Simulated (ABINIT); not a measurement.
# NbSi (Pm-3m) in ABINIT: equation of state

Aim: energy against volume of NbSi in PBE, for its equilibrium volume and stiffness.

Everything below comes from runs of ABINIT 10.8.3 (patched build). Logs are shortened: lines on timing, memory, paths and dates and some standing lists are left out, and cuts for length are marked. The log counts tension as positive stress, the text compression.

### 1 The structure

The structure is cubic, space group Pm-3m (No. 221). Conventional cell: a = 3.156 Å, b = 3.156 Å, c = 3.156 Å, α = 90.00°, β = 90.00°, γ = 90.00°. Around Nb (site symmetry m-3m) lie 8 Si at 2.73 Å. Around Si (site symmetry m-3m) lie 8 Nb at 2.73 Å.

The cell was built by a generator and needn't be a form met in nature.

### 2 Equation of state, PBE

File run.abi:

```
ndtset 7
getwfk -1
scalecart1 3*0.9795861087
scalecart2 3*0.9864848297
scalecart3 3*0.9932883884
scalecart4 3*1.0000000000
scalecart5 3*1.0066227096
scalecart6 3*1.0131594038
scalecart7 3*1.0196128224

pp_dirpath "./"
pseudos "Nb.GGA_PBE-JTH.xml, Si.GGA_PBE-JTH.xml"

acell 3*1.0
rprim
     5.9648071288     0.0000000000     0.0000000000
     0.0000000000     5.9648071288     0.0000000000
     0.0000000000     0.0000000000     5.9648071288
ntypat 2
znucl 41 14
natom 2
typat 1 2
xred
     0.0000000000     0.0000000000     0.0000000000
     0.5000000000     0.5000000000     0.5000000000

ecut 16.0
pawecutdg 32.0
pawxcdev 0

kptopt 1
ngkpt 8 8 8
nshiftk 1
shiftk 0.0 0.0 0.0

ixc 11

nband 13
occopt 3
tsmear 0.00183747

nstep 100
tolvrs 1.0e-9

iomode 3
prtwf 1
prtden 0
prteig 0
prtebands 0
```

Potentials or basis: JTH PAW PBE v2.0.

Started as:

```
> abinit run.abi > log 2>&1
```

run.abo:

```text
.Version 10.8.3 of ABINIT
 DATASET    1 : space group Pm -3 m (#221); Bravais cP (primitive cubic)
================================================================================
 Values of the parameters that define the memory need for DATASET  1.
     intxc =       0    ionmov =       0      iscf =      17    lmnmax =      18
     lnmax =       6     mgfft =      24  mpssoang =       3    mqgrid =    3001
     natom =       2  nloc_mem =       2    nspden =       1   nspinor =       1
    nsppol =       1      nsym =      48    n1xccc =       1    ntypat =       2
    occopt =       3   xclevel =       2
       mpw =         627          nfft =       13824          nkpt =          35
 PAW method is used; the additional fine FFT grid is defined by:
   mgfftf=        30    nfftf =     27000
================================================================================
================================================================================
[... 71 lines left out ...]
 DATASET    7 : space group Pm -3 m (#221); Bravais cP (primitive cubic)
================================================================================
 Values of the parameters that define the memory need for DATASET  7.
     intxc =       0    ionmov =       0      iscf =      17    lmnmax =      18
     lnmax =       6     mgfft =      24  mpssoang =       3    mqgrid =    3001
     natom =       2  nloc_mem =       2    nspden =       1   nspinor =       1
    nsppol =       1      nsym =      48    n1xccc =       1    ntypat =       2
    occopt =       3   xclevel =       2
       mpw =         703          nfft =       13824          nkpt =          35
 PAW method is used; the additional fine FFT grid is defined by:
   mgfftf=        32    nfftf =     32768
================================================================================
================================================================================

--------------------------------------------------------------------------------
------------- Echo of variables that govern the present computation ------------
--------------------------------------------------------------------------------
 -outvars: echo values of preprocessed input variables --------
            acell      1.0000000000E+00  1.0000000000E+00  1.0000000000E+00 Bohr
              amu      9.29063800E+01  2.80855000E+01
             ecut      1.60000000E+01 Hartree
           getwfk          -1
              ixc          11
           jdtset        1    2    3    4    5    6    7
         kptrlatt        8    0    0      0    8    0      0    0    8
          kptrlen1     4.67443376E+01
          kptrlen2     4.70735340E+01
          kptrlen3     4.73981893E+01
          kptrlen4     4.77184570E+01
          kptrlen5     4.80344825E+01
          kptrlen6     4.83464035E+01
          kptrlen7     4.86543507E+01
            natom           2
            nband          13
           ndtset           7
            ngfft          24      24      24
          ngfftdg1         30      30      30
          ngfftdg2         30      30      30
          ngfftdg3         32      32      32
          ngfftdg4         32      32      32
          ngfftdg5         32      32      32
          ngfftdg6         32      32      32
          ngfftdg7         32      32      32
             nkpt          35
            nstep         100
             nsym          48
           ntypat           2
           occopt           3
        pawecutdg      3.20000000E+01 Hartree
         pawxcdev           0
           prtden           0
        prtebands           0
           prteig           0
            rprim1     5.8430422044E+00  0.0000000000E+00  0.0000000000E+00
                       0.0000000000E+00  5.8430422044E+00  0.0000000000E+00
                       0.0000000000E+00  0.0000000000E+00  5.8430422044E+00
            rprim2     5.8841917446E+00  0.0000000000E+00  0.0000000000E+00
                       0.0000000000E+00  5.8841917446E+00  0.0000000000E+00
                       0.0000000000E+00  0.0000000000E+00  5.8841917446E+00
            rprim3     5.9247736601E+00  0.0000000000E+00  0.0000000000E+00
                       0.0000000000E+00  5.9247736601E+00  0.0000000000E+00
                       0.0000000000E+00  0.0000000000E+00  5.9247736601E+00
            rprim4     5.9648071288E+00  0.0000000000E+00  0.0000000000E+00
                       0.0000000000E+00  5.9648071288E+00  0.0000000000E+00
                       0.0000000000E+00  0.0000000000E+00  5.9648071288E+00
            rprim5     6.0043103142E+00  0.0000000000E+00  0.0000000000E+00
                       0.0000000000E+00  6.0043103142E+00  0.0000000000E+00
                       0.0000000000E+00  0.0000000000E+00  6.0043103142E+00
            rprim6     6.0433004344E+00  0.0000000000E+00  0.0000000000E+00
                       0.0000000000E+00  6.0433004344E+00  0.0000000000E+00
                       0.0000000000E+00  0.0000000000E+00  6.0433004344E+00
            rprim7     6.0817938317E+00  0.0000000000E+00  0.0000000000E+00
                       0.0000000000E+00  6.0817938317E+00  0.0000000000E+00
                       0.0000000000E+00  0.0000000000E+00  6.0817938317E+00
          spgroup         221
           tolvrs      1.00000000E-09
           tsmear      1.83747000E-03 Hartree
            typat      1  2
           useylm           1
           xangst1     0.0000000000E+00  0.0000000000E+00  0.0000000000E+00
                       1.5460023874E+00  1.5460023874E+00  1.5460023874E+00
           xangst2     0.0000000000E+00  0.0000000000E+00  0.0000000000E+00
                       1.5568900869E+00  1.5568900869E+00  1.5568900869E+00
           xangst3     0.0000000000E+00  0.0000000000E+00  0.0000000000E+00
                       1.5676275993E+00  1.5676275993E+00  1.5676275993E+00
           xangst4     0.0000000000E+00  0.0000000000E+00  0.0000000000E+00
                       1.5782199989E+00  1.5782199989E+00  1.5782199989E+00
           xangst5     0.0000000000E+00  0.0000000000E+00  0.0000000000E+00
                       1.5886720917E+00  1.5886720917E+00  1.5886720917E+00
           xangst6     0.0000000000E+00  0.0000000000E+00  0.0000000000E+00
                       1.5989884332E+00  1.5989884332E+00  1.5989884332E+00
           xangst7     0.0000000000E+00  0.0000000000E+00  0.0000000000E+00
                       1.6091733475E+00  1.6091733475E+00  1.6091733475E+00
            xcart1     0.0000000000E+00  0.0000000000E+00  0.0000000000E+00
                       2.9215211022E+00  2.9215211022E+00  2.9215211022E+00
            xcart2     0.0000000000E+00  0.0000000000E+00  0.0000000000E+00
                       2.9420958723E+00  2.9420958723E+00  2.9420958723E+00
            xcart3     0.0000000000E+00  0.0000000000E+00  0.0000000000E+00
                       2.9623868300E+00  2.9623868300E+00  2.9623868300E+00
            xcart4     0.0000000000E+00  0.0000000000E+00  0.0000000000E+00
                       2.9824035644E+00  2.9824035644E+00  2.9824035644E+00
            xcart5     0.0000000000E+00  0.0000000000E+00  0.0000000000E+00
                       3.0021551571E+00  3.0021551571E+00  3.0021551571E+00
            xcart6     0.0000000000E+00  0.0000000000E+00  0.0000000000E+00
                       3.0216502172E+00  3.0216502172E+00  3.0216502172E+00
            xcart7     0.0000000000E+00  0.0000000000E+00  0.0000000000E+00
                       3.0408969158E+00  3.0408969158E+00  3.0408969158E+00
             xred      0.0000000000E+00  0.0000000000E+00  0.0000000000E+00
                       5.0000000000E-01  5.0000000000E-01  5.0000000000E-01
            znucl       41.00000   14.00000

================================================================================

 chkinp: Checking input parameters for consistency, jdtset=   1.

 chkinp: Checking input parameters for consistency, jdtset=   2.

 chkinp: Checking input parameters for consistency, jdtset=   3.

 chkinp: Checking input parameters for consistency, jdtset=   4.
[... 34 lines left out ...]
 getcut : COMMENT -
  Note that boxcut > 2.2 ; recall that boxcut=Gcut(box)/Gcut(sphere) = 2
  is sufficient for exact treatment of convolution.
  Such a large boxcut is a waste : you could raise ecut
  e.g. ecut=   20.813935 Hartrees makes boxcut=2

 Fine grid specifications (used for densities):

 getcut: wavevector=  0.0000  0.0000  0.0000  ngfft=  30  30  30
         ecut(hartree)=     32.000   => boxcut(ratio)=   2.01624

--- Pseudopotential description ------------------------------------------------
- pspini: atom type   1  psp file is ./Nb.GGA_PBE-JTH.xml
 Pseudopotential format is: paw10
 basis_size (lnmax)=  6 (lmn_size= 18), orbitals=   0   0   1   1   2   2
 Spheres core radius: rc_sph= 2.22094190
 Shapefunction is BESSEL type: shapef(r,l)=aa(1,l)*jl(q(1,l)*r)+aa(2,l)*jl(q(2,l)*r)
 Radius for shape functions =  1.90969629
 Compensation charge density is not taken into account in XC energy/potential

- pspini: atom type   2  psp file is ./Si.GGA_PBE-JTH.xml
 Pseudopotential format is: paw10
 basis_size (lnmax)=  4 (lmn_size=  8), orbitals=   0   0   1   1
 Spheres core radius: rc_sph= 1.90944987
 Shapefunction is BESSEL type: shapef(r,l)=aa(1,l)*jl(q(1,l)*r)+aa(2,l)*jl(q(2,l)*r)
 Radius for shape functions =  1.60149249
 Compensation charge density is not taken into account in XC energy/potential

   3.46662020E+02                                ecore*ucvol(ha*bohr**3)
--------------------------------------------------------------------------------

[... 7 lines left out ...]

     iter   Etot(hartree)      deltaE(h)  residm     nres2
 ETOT  1  -61.421000888270    -6.142E+01 4.956E-01 4.649E+00
 ETOT  2  -61.528233948294    -1.072E-01 4.360E-02 8.313E-01
 ETOT  3  -61.528484197258    -2.502E-04 1.271E-02 1.469E-01
 ETOT  4  -61.528572297175    -8.810E-05 4.297E-03 9.459E-04
 ETOT  5  -61.528622791491    -5.049E-05 1.286E-03 1.763E-04
 ETOT  6  -61.528638737067    -1.595E-05 4.039E-04 2.692E-05
 ETOT  7  -61.528644715753    -5.979E-06 2.689E-04 1.137E-05
 ETOT  8  -61.528647207241    -2.491E-06 1.551E-04 2.891E-06
 ETOT  9  -61.528648312866    -1.106E-06 1.173E-04 3.745E-06
 ETOT 10  -61.528648820867    -5.080E-07 1.325E-04 1.155E-07
[... 1265 lines left out ...]
 Cartesian components of stress tensor (hartree/bohr^3)
  sigma(1 1)=  3.05527101E-04  sigma(3 2)=  0.00000000E+00
  sigma(2 2)=  3.05527101E-04  sigma(3 1)=  0.00000000E+00
  sigma(3 3)=  3.05527101E-04  sigma(2 1)=  0.00000000E+00

-Cartesian components of stress tensor (GPa)         [Pressure= -8.9889E+00 GPa]
- sigma(1 1)=  8.98891764E+00  sigma(3 2)=  0.00000000E+00
- sigma(2 2)=  8.98891764E+00  sigma(3 1)=  0.00000000E+00
- sigma(3 3)=  8.98891764E+00  sigma(2 1)=  0.00000000E+00

== END DATASET(S) ==============================================================
================================================================================

 -outvars: echo values of variables after computation  --------
            acell      1.0000000000E+00  1.0000000000E+00  1.0000000000E+00 Bohr
           etotal1    -6.1528649298E+01
           etotal2    -6.1530019292E+01
           etotal3    -6.1530784679E+01
           etotal4    -6.1531007520E+01
           etotal5    -6.1530745259E+01
           etotal6    -6.1530051242E+01
           etotal7    -6.1528967561E+01
            fcart1    -0.0000000000E+00 -0.0000000000E+00 -0.0000000000E+00
                      -0.0000000000E+00 -0.0000000000E+00 -0.0000000000E+00
            fcart2    -0.0000000000E+00 -0.0000000000E+00 -0.0000000000E+00
                      -0.0000000000E+00 -0.0000000000E+00 -0.0000000000E+00
            fcart3    -0.0000000000E+00 -0.0000000000E+00 -0.0000000000E+00
                      -0.0000000000E+00 -0.0000000000E+00 -0.0000000000E+00
            fcart4    -0.0000000000E+00 -0.0000000000E+00 -0.0000000000E+00
                      -0.0000000000E+00 -0.0000000000E+00 -0.0000000000E+00
            fcart5    -0.0000000000E+00 -0.0000000000E+00 -0.0000000000E+00
                      -0.0000000000E+00 -0.0000000000E+00 -0.0000000000E+00
            fcart6    -0.0000000000E+00 -0.0000000000E+00 -0.0000000000E+00
                      -0.0000000000E+00 -0.0000000000E+00 -0.0000000000E+00
            fcart7    -0.0000000000E+00 -0.0000000000E+00 -0.0000000000E+00
                      -0.0000000000E+00 -0.0000000000E+00 -0.0000000000E+00
            rprim1     5.8430422044E+00  0.0000000000E+00  0.0000000000E+00
[... 30 lines left out ...]
           strten6     2.2036587988E-04  2.2036587988E-04  2.2036587988E-04
                       0.0000000000E+00  0.0000000000E+00  0.0000000000E+00
           strten7     3.0552710070E-04  3.0552710070E-04  3.0552710070E-04
                       0.0000000000E+00  0.0000000000E+00  0.0000000000E+00
           xangst1     0.0000000000E+00  0.0000000000E+00  0.0000000000E+00
                       1.5460023874E+00  1.5460023874E+00  1.5460023874E+00
           xangst2     0.0000000000E+00  0.0000000000E+00  0.0000000000E+00
                       1.5568900869E+00  1.5568900869E+00  1.5568900869E+00
           xangst3     0.0000000000E+00  0.0000000000E+00  0.0000000000E+00
                       1.5676275993E+00  1.5676275993E+00  1.5676275993E+00
           xangst4     0.0000000000E+00  0.0000000000E+00  0.0000000000E+00
                       1.5782199989E+00  1.5782199989E+00  1.5782199989E+00
           xangst5     0.0000000000E+00  0.0000000000E+00  0.0000000000E+00
                       1.5886720917E+00  1.5886720917E+00  1.5886720917E+00
           xangst6     0.0000000000E+00  0.0000000000E+00  0.0000000000E+00
                       1.5989884332E+00  1.5989884332E+00  1.5989884332E+00
           xangst7     0.0000000000E+00  0.0000000000E+00  0.0000000000E+00
                       1.6091733475E+00  1.6091733475E+00  1.6091733475E+00
             xred      0.0000000000E+00  0.0000000000E+00  0.0000000000E+00
                       5.0000000000E-01  5.0000000000E-01  5.0000000000E-01
 Calculation completed.
```

Wall time 74 s (1 thread of Arm Neoverse V1, shared host); peak memory 0.13 GiB.

Results:

```yaml
Equilibrium_volume: 15.71 Å³/atom
Bulk_modulus: 169 GPa
Pressure_derivative_of_the_bulk_modulus: 4.6
```

Energy against volume, from the lowest point:
```csv
volume (Å³/atom),energy (meV/atom)
14.781,32.09
15.095,13.45
15.410,3.03
15.724,0.00
16.038,3.57
16.353,13.01
16.667,27.76
```

Caveat: pressures at fixed basis lie under the slope of the energies.
